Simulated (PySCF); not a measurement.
# C₃H₁₅N₃OSi₃: geometry, NMR shifts

What NMR shifts should C₃H₁₅N₃OSi₃ (`CC(C)O[SiH]1N[SiH2]N[SiH2]N1`) show?

The runs use PySCF 2.14.0, with density-fitted response routines of our own; the level of theory stands in each step. All values are computed, except where a source is named. Atoms count from 0, in the outputs and in this text.

### Step 1. Starting geometry

25 atoms, charge 0, multiplicity 1; geometry from: GFN2-xTB. The atoms were then displaced at random by about 0.01 Å, so the start is not that level's minimum.

Bonds of the start (Å): C0–C1 1.55, C1–C2 1.53, C1–O3 1.37, O3–Si4 1.65, Si4–N5 1.72, N5–Si6 1.71, Si6–N7 1.73, N7–Si8 1.73, Si8–N9 1.72, N9–Si4 1.74, C0–H10 1.11, C0–H11 1.08, C0–H12 1.04, C1–H13 1.09, C2–H14 1.10, C2–H15 1.06, C2–H16 1.09, Si4–H17 1.46, N5–H18 1.02, Si6–H19 1.48, Si6–H20 1.47, N7–H21 1.01, Si8–H22 1.43, Si8–H23 1.48, N9–H24 1.01.

### Step 2. Optimising the geometry at PBE0-D3(BJ)/def2-SVP

Job settings and geometry (Å):

```
{"job": {"xc": "PBE0", "basis": "def2-SVP", "d3": "d3bj", "grid": 1, "shake": 0.01, "kind": "geom"}, "charge": 0, "multiplicity": 1}
C      3.603810     0.335550     0.239220
C      2.335270    -0.053920    -0.553540
C      2.254420    -1.564840    -0.745530
O      1.254250     0.430270     0.133740
Si    -0.321210     0.445170    -0.369400
N     -1.138970    -1.047380    -0.142170
Si    -2.837450    -1.183690     0.006080
N     -3.442350     0.425610     0.190850
Si    -2.717750     1.781250     0.985950
N     -1.033010     1.628870     0.680940
H      3.596080     1.438150     0.362620
H      3.562380    -0.091580     1.229340
H      4.455510     0.052370    -0.292800
H      2.347970     0.426560    -1.537360
H      3.155500    -1.929200    -1.257510
H      1.390960    -1.805670    -1.308060
H      2.216000    -2.037840     0.231830
H     -0.441350     0.831780    -1.768620
H     -0.600390    -1.867910     0.124460
H     -3.462940    -1.698590    -1.228740
H     -3.156730    -2.053840     1.144180
H     -4.436690     0.499400     0.020700
H     -2.937570     1.803180     2.398890
H     -3.289370     2.975640     0.322820
H     -0.403960     2.272720     1.131470
```

Run with:

```sh
> OMP_NUM_THREADS=1 python probes_run.py task.json out
```

This one command runs all jobs of the session in turn.

Log:

```text
step   0  E = -1230.20199944  max force = 0.049241
step   1  E = -1230.21562026  max force = 0.008970
step   2  E = -1230.21667425  max force = 0.002962
step   3  E = -1230.21693288  max force = 0.001434
step   4  E = -1230.21706845  max force = 0.001635
step   5  E = -1230.21721666  max force = 0.002143
step   6  E = -1230.21728260  max force = 0.001502
step   7  E = -1230.21731454  max force = 0.000900
step   8  E = -1230.21731973  max force = 0.000515
step   9  E = -1230.21731746  max force = 0.000577
step  10  E = -1230.21731604  max force = 0.000532
step  11  E = -1230.21731603  max force = 0.000289
step  12  E = -1230.21731634  max force = 0.000180
optimisation converged
```

Run time: 9.7 min. Hardware: 1 thread of AMD EPYC 7R43, shared host; peak memory 1 GiB.

Relaxation path:

| step | energy from step 0 (eV) | largest force component (eV/Å) |
| --- | --- | --- |
| 0 | 0.0000 | 2.5321 |
| 1 | -0.3706 | 0.4613 |
| 2 | -0.3993 | 0.1523 |
| 3 | -0.4064 | 0.0737 |
| 4 | -0.4100 | 0.0841 |
| 5 | -0.4141 | 0.1102 |
| 6 | -0.4159 | 0.0772 |
| 7 | -0.4167 | 0.0463 |
| 8 | -0.4169 | 0.0265 |
| 9 | -0.4168 | 0.0297 |
| 10 | -0.4168 | 0.0274 |
| 11 | -0.4168 | 0.0149 |
| 12 | -0.4168 | 0.0093 |

Distances of close pairs at the start and the end, largest changes first:

| bond | before (Å) | after (Å) | change (Å) |
| --- | --- | --- | --- |
| Si8–H22 | 1.430 | 1.498 | +0.068 |
| C0–H12 | 1.043 | 1.100 | +0.057 |
| C1–O3 | 1.369 | 1.416 | +0.046 |
| C2–H15 | 1.058 | 1.101 | +0.043 |
| Si4–H17 | 1.457 | 1.493 | +0.037 |
| Si6–H20 | 1.468 | 1.499 | +0.031 |
| C0–C1 | 1.546 | 1.516 | -0.030 |
| N5–Si6 | 1.710 | 1.734 | +0.023 |

The final coordinates are the input of the step that follows.

| at the end point | value |
| --- | --- |
| point group (found at 0.08 Å tolerance) | C1 |
| rotational constants (GHz, main isotopes) | 1.652, 0.468, 0.380 |
| dipole moment (D) | 1.01 |

### Step 3. NMR shieldings: PBE0/pcSseg-1

Job settings and geometry (Å):

```
{"job": {"kind": "nmr", "xc": "PBE0", "basis": "pcSseg-1"}, "charge": 0, "multiplicity": 1}
C      3.603535     0.255015     0.094891
C      2.320897    -0.197641    -0.573705
C      2.275671    -1.701347    -0.792739
O      1.238501     0.213225     0.241102
Si    -0.318840     0.457314    -0.283735
N     -1.242342    -1.001627    -0.070221
Si    -2.970060    -1.067891     0.057446
N     -3.469996     0.590604     0.224276
Si    -2.672721     1.892205     1.064563
N     -0.984714     1.710881     0.707166
H      3.595204     1.345117     0.238275
H      3.701648    -0.219188     1.083718
H      4.481531    -0.012446    -0.511687
H      2.242266     0.300441    -1.561033
H      3.119583    -2.037932    -1.413747
H      1.343913    -1.997789    -1.299418
H      2.326404    -2.225402     0.174989
H     -0.249521     0.836554    -1.726480
H     -0.708121    -1.788972     0.286236
H     -3.688327    -1.598284    -1.144661
H     -3.314738    -1.964473     1.207648
H     -4.319184     0.848853    -0.268740
H     -2.877043     1.881056     2.548661
H     -3.276954     3.161647     0.548313
H     -0.306759     2.302835     1.178844
```

Level: GIAO PBE0/pcSseg-1 NMR shielding, non-relativistic, gas phase.

Log:

```text
coarse grid: 21704 points
cycle   1  E = -1230.4225158003  dE =  1.023e+00  |g| = 9.560e-01  |ddm| = 4.521e+00
cycle   2  E = -1230.2208273841  dE =  2.017e-01  |g| = 1.382e+00  |ddm| = 1.962e+00
cycle   3  E = -1230.6002088177  dE = -3.794e-01  |g| = 1.317e-01  |ddm| = 1.354e+00
cycle   4  E = -1230.6029977973  dE = -2.789e-03  |g| = 5.744e-02  |ddm| = 1.348e-01
cycle   5  E = -1230.6036212229  dE = -6.234e-04  |g| = 1.491e-02  |ddm| = 5.392e-02
cycle   6  E = -1230.6036649859  dE = -4.376e-05  |g| = 3.891e-03  |ddm| = 1.569e-02
cycle   7  E = -1230.6036683312  dE = -3.345e-06  |g| = 4.991e-04  |ddm| = 3.181e-03
final grid: 194168 points
cycle   8  E = -1230.6632287597  dE = -3.205e-05  |g| = 1.321e-02  |ddm| = 2.822e-02
cycle   9  E = -1230.6631895066  dE =  3.925e-05  |g| = 1.953e-02  |ddm| = 2.305e-02
cycle  10  E = -1230.6632638920  dE = -7.439e-05  |g| = 1.560e-03  |ddm| = 1.404e-02
cycle  11  E = -1230.6632644004  dE = -5.084e-07  |g| = 2.769e-04  |ddm| = 1.500e-03
cycle  12  E = -1230.6632644138  dE = -1.337e-08  |g| = 9.316e-05  |ddm| = 2.857e-04
cycle  13  E = -1230.6632644153  dE = -1.488e-09  |g| = 3.426e-05  |ddm| = 8.924e-05
cycle  14  E = -1230.6632644155  dE = -2.406e-10  |g| = 6.038e-06  |ddm| = 3.300e-05
converged SCF energy = -1230.6632644155

GIAO shielding tensors (ppm)
atom      isotropic    diamagn.    paramagn.     s11        s22        s33       span
  0 C      157.545     246.775     -89.230    138.596    149.609    184.430     45.834
  1 C      116.945     238.960    -122.016     88.121    105.053    157.660     69.539
  2 C      156.763     250.299     -93.536    138.447    148.783    183.060     44.613
  3 O      236.391     405.797    -169.406    198.951    250.254    259.967     61.016
  4 Si     380.253     885.458    -505.205    366.890    372.258    401.610     34.720
  5 N      215.911     332.569    -116.658    172.766    223.423    251.545     78.780
  6 Si     387.136     880.308    -493.172    359.950    363.017    438.442     78.493
  7 N      240.326     325.732     -85.407    202.136    239.130    279.712     77.575
  8 Si     385.042     879.535    -494.494    360.614    364.733    429.778     69.165
  9 N      221.327     330.893    -109.566    183.019    219.212    261.751     78.731
 10 H       29.823      29.657       0.166     25.655     28.167     35.646      9.991
 11 H       30.022      29.694       0.328     27.125     28.405     34.536      7.411
 12 H       30.361      27.511       2.850     26.152     27.845     37.087     10.935
 13 H       27.277      31.853      -4.575     24.104     27.095     30.633      6.529
 14 H       30.250      29.342       0.908     25.832     27.852     37.066     11.235
 15 H       29.885      32.858      -2.973     25.189     30.181     34.285      9.096
 16 H       30.148      31.767      -1.619     27.608     28.646     34.190      6.581
 17 H       26.077      33.381      -7.304     22.934     24.657     30.640      7.706
 18 H       30.624      37.250      -6.626     22.499     28.993     40.381     17.882
 19 H       26.069      28.355      -2.286     22.495     23.909     31.803      9.308
 20 H       25.968      28.324      -2.356     22.408     23.880     31.616      9.208
 21 H       30.846      28.318       2.528     23.239     26.566     42.732     19.493
 22 H       25.851      27.868      -2.016     22.438     23.665     31.451      9.013
 23 H       26.060      27.306      -1.246     22.555     23.738     31.888      9.333
 24 H       30.972      34.904      -3.932     22.728     28.416     41.772     19.044
```

It took 98 s on 1 thread of AMD EPYC 7R43, shared host; peak memory 1.3 GiB.

The references, computed at this level on geometries of the same kind, shield at (ppm): 1H TMS 31.27, 13C TMS 184.4, 29Si TMS 352.0, 15N NH3 265.7, 17O H2O 334.6. Their shielding less the atom's gives the shift. The references are single molecules in the gas phase, so shifts against H2O, NH3, PH3, H3PO4 or CFCl3 are not on the usual liquid scales and can be off by tens of ppm. Atoms listed in one row are averaged.

| atoms | environment | σ (ppm) | δ (ppm) | δ scaled to CDCl3 |
| --- | --- | --- | --- | --- |
| C1 | sp3 CH bonded to O | 116.9 | 67.5 | 65.0 |
| C0, C2 | methyl carbon | 157.2 | 27.3 | 26.0 |
| H20, H22 | hydrogen on a silicon bonded to 2 N, in a 6-membered ring | 25.91 | 5.36 | – |
| H19, H23 | hydrogen on a silicon bonded to 2 N, in a 6-membered ring | 26.06 | 5.20 | – |
| H17 | hydrogen on a silicon bonded to 2 N, O, in a 6-membered ring | 26.08 | 5.19 | – |
| H13 | hydrogen on an sp3 CH bonded to O | 27.28 | 3.99 | 4.00 |
| H10, H11, H12, H14, H15, H16 | hydrogen on a methyl carbon | 30.08 | 1.19 | 1.34 |
| H18, H24 | hydrogen on a nitrogen bonded to 2 Si, in a 6-membered ring | 30.80 | 0.47 | – |
| H21 | hydrogen on a nitrogen bonded to 2 Si, in a 6-membered ring | 30.85 | 0.42 | – |
| O3 | oxygen bonded to C, Si | 236.4 | 98.2 | – |
| Si4 | silicon bonded to 2 N, O, H, in a 6-membered ring | 380.3 | -28.3 | – |
| Si6, Si8 | silicon bonded to 2 N, 2 H, in a 6-membered ring | 386.1 | -34.1 | – |
| N5, N9 | nitrogen bonded to 2 Si, H, in a 6-membered ring | 218.6 | 47.1 | – |
| N7 | nitrogen bonded to 2 Si, H, in a 6-membered ring | 240.3 | 25.3 | – |

The scaled column applies a straight-line fit of computed shieldings to shifts measured in CDCl3 (root-mean-square error 0.21 ppm for H, 2.0 ppm for C).

Charges from the same density, by scheme (e):

| atoms | Mulliken | IAO | Hirshfeld | ESP fit |
| --- | --- | --- | --- | --- |
| C0, C2 | -0.25 | -0.42 | -0.12 | -0.53 |
| C1 | -0.04 | 0.11 | 0.05 | 0.60 |
| O3 | -0.65 | -0.65 | -0.22 | -0.53 |
| Si4 | 1.15 | 1.31 | 0.45 | 0.80 |
| N5, N9 | -0.85 | -0.96 | -0.34 | -0.76 |
| Si6, Si8 | 0.89 | 1.01 | 0.40 | 0.69 |
| N7 | -0.87 | -0.94 | -0.33 | -0.75 |

Mayer bond orders: C0–C1 1.04, C1–C2 1.03, C1–O3 0.86, O3–Si4 0.95, Si4–N5 0.92, N5–Si6 0.97, Si6–N7 0.94, N7–Si8 0.94, Si8–N9 0.96, N9–Si4 0.96.

Ring of atoms Si4, N5, Si6, N7, Si8, N9: NICS(0) -2.8, NICS(1) -1.2, NICS(1)zz 4.2 ppm (means of both faces).

### Step 4. Shielding tensors: wB97X-D/pcSseg-1

The job, as its differences from that of step 3:

```diff
@@ -1,2 +1,2 @@
-{"job": {"kind": "nmr", "xc": "PBE0", "basis": "pcSseg-1"}, "charge": 0, "multiplicity": 1}
+{"job": {"kind": "nmr", "xc": "wB97X-D", "basis": "pcSseg-1", "pop": false}, "charge": 0, "multiplicity": 1}
 C      3.603535     0.255015     0.094891
```

Method: GIAO wB97X-D/pcSseg-1 NMR shielding, non-relativistic, gas phase.

Log:

```text
coarse grid: 21704 points
cycle   1  E = -1231.0710071366  dE =  1.225e+00  |g| = 9.325e-01  |ddm| = 4.449e+00
cycle   2  E = -1231.0568038062  dE =  1.420e-02  |g| = 1.023e+00  |ddm| = 1.350e+00
cycle   3  E = -1231.2453695607  dE = -1.886e-01  |g| = 9.109e-02  |ddm| = 7.435e-01
cycle   4  E = -1231.2466208348  dE = -1.251e-03  |g| = 5.383e-02  |ddm| = 9.681e-02
cycle   5  E = -1231.2471786883  dE = -5.579e-04  |g| = 9.137e-03  |ddm| = 4.811e-02
cycle   6  E = -1231.2471972079  dE = -1.852e-05  |g| = 2.267e-03  |ddm| = 1.081e-02
cycle   7  E = -1231.2471986715  dE = -1.464e-06  |g| = 5.612e-04  |ddm| = 3.899e-03
final grid: 194168 points
cycle   8  E = -1231.3190172089  dE = -2.119e-04  |g| = 1.101e-02  |ddm| = 4.231e-02
cycle   9  E = -1231.3190181008  dE = -8.920e-07  |g| = 1.135e-02  |ddm| = 1.584e-02
cycle  10  E = -1231.3190428289  dE = -2.473e-05  |g| = 7.351e-04  |ddm| = 7.126e-03
cycle  11  E = -1231.3190429430  dE = -1.141e-07  |g| = 4.600e-04  |ddm| = 1.201e-03
cycle  12  E = -1231.3190429859  dE = -4.291e-08  |g| = 1.343e-04  |ddm| = 5.409e-04
cycle  13  E = -1231.3190429896  dE = -3.626e-09  |g| = 3.069e-05  |ddm| = 1.360e-04
cycle  14  E = -1231.3190429899  dE = -3.665e-10  |g| = 1.168e-05  |ddm| = 7.129e-05
converged SCF energy = -1231.3190429899

GIAO shielding tensors (ppm)
atom      isotropic    diamagn.    paramagn.     s11        s22        s33       span
  0 C      157.410     246.390     -88.980    138.385    149.925    183.920     45.536
  1 C      117.790     238.939    -121.150     89.080    105.608    158.681     69.600
  2 C      156.660     250.174     -93.514    138.222    149.150    182.607     44.385
  3 O      242.625     406.634    -164.010    205.701    255.281    266.891     61.190
  4 Si     380.406     885.588    -505.182    367.864    372.049    401.305     33.442
  5 N      218.441     333.083    -114.641    176.068    225.891    253.365     77.297
  6 Si     387.751     880.229    -492.478    360.493    363.398    439.361     78.868
  7 N      242.249     326.001     -83.752    204.786    242.379    279.581     74.795
  8 Si     385.982     879.422    -493.441    361.326    365.574    431.045     69.719
  9 N      223.684     331.307    -107.623    185.454    222.511    263.089     77.635
 10 H       29.922      29.715       0.207     25.740     28.300     35.726      9.986
 11 H       30.100      29.751       0.349     27.162     28.502     34.637      7.475
 12 H       30.484      27.419       3.065     26.288     27.962     37.201     10.913
 13 H       27.489      32.086      -4.597     24.303     27.298     30.866      6.563
 14 H       30.375      29.316       1.060     25.974     27.972     37.181     11.207
 15 H       30.003      33.122      -3.119     25.306     30.328     34.375      9.069
 16 H       30.228      31.925      -1.697     27.707     28.680     34.297      6.590
 17 H       26.314      33.702      -7.388     23.148     24.902     30.892      7.744
 18 H       30.788      37.450      -6.662     22.656     29.170     40.538     17.882
 19 H       26.328      28.569      -2.241     22.763     24.180     32.040      9.277
 20 H       26.224      28.537      -2.313     22.681     24.129     31.864      9.183
 21 H       31.012      28.094       2.918     23.385     26.740     42.912     19.527
 22 H       26.122      28.070      -1.947     22.723     23.927     31.717      8.994
 23 H       26.328      27.488      -1.161     22.833     24.015     32.135      9.301
 24 H       31.103      34.967      -3.864     22.848     28.608     41.855     19.007
```

Wall time 2.1 min (1 thread of AMD EPYC 7R43, shared host); peak memory 1.5 GiB.

Key values: δ C1 66.7, C0 27.5, O3 90.6, Si4 -27.5, H20 5.21, H17 5.07 ppm (means over like atoms).

### Step 5. Side by side: NMR shifts

Shifts (ppm) of some atoms, chosen among heavy atoms and hydrogens apart, means over like atoms, with basis size and wall time:

| run | C1 | H20 | H19 | O3 | Si4 | N5 | N7 | functions | time |
| --- | --- | --- | --- | --- | --- | --- | --- | --- | --- |
| PBE0/pcSseg-1 | 67.5 | 5.36 | 5.20 | 98.2 | -28.3 | 47.1 | 25.3 | 266 | 98 s |
| wB97X-D/pcSseg-1 | 66.7 | 5.21 | 5.05 | 90.6 | -27.5 | 42.9 | 21.7 | 266 | 2.1 min |

### Step 6. Outcome

| quantity | value |
| --- | --- |
| point group | C1 |
| rotational constants (main isotopes) | 1.65, 0.47, 0.38 GHz |
| 13C shifts against TMS (PBE0/pcSseg-1, means over atoms taken as alike) | 67.5, 27.3 ppm |
| 1H shifts against TMS (PBE0/pcSseg-1, means over atoms taken as alike) | 5.36, 5.20, 5.19, 3.99, 1.19, 0.47, 0.42 ppm |
| 17O shifts against H2O (PBE0/pcSseg-1) | 98.2 ppm |
| 29Si shifts against TMS (PBE0/pcSseg-1, means over atoms taken as alike) | -28.3, -34.1 ppm |
| 15N shifts against NH3 (PBE0/pcSseg-1, means over atoms taken as alike) | 47.1, 25.3 ppm |
| range of the shift of O3 | 90.6 to 98.2 ppm |

Over 12 steps the energy fell by 0.417 eV; of the close pairs, Si8–H22 changed most, 1.430 to 1.498 Å. In ppm, O3 moves most: its shift spreads over 7.6 ppm, from 90.6 (wB97X-D/pcSseg-1) to 98.2 (PBE0/pcSseg-1).
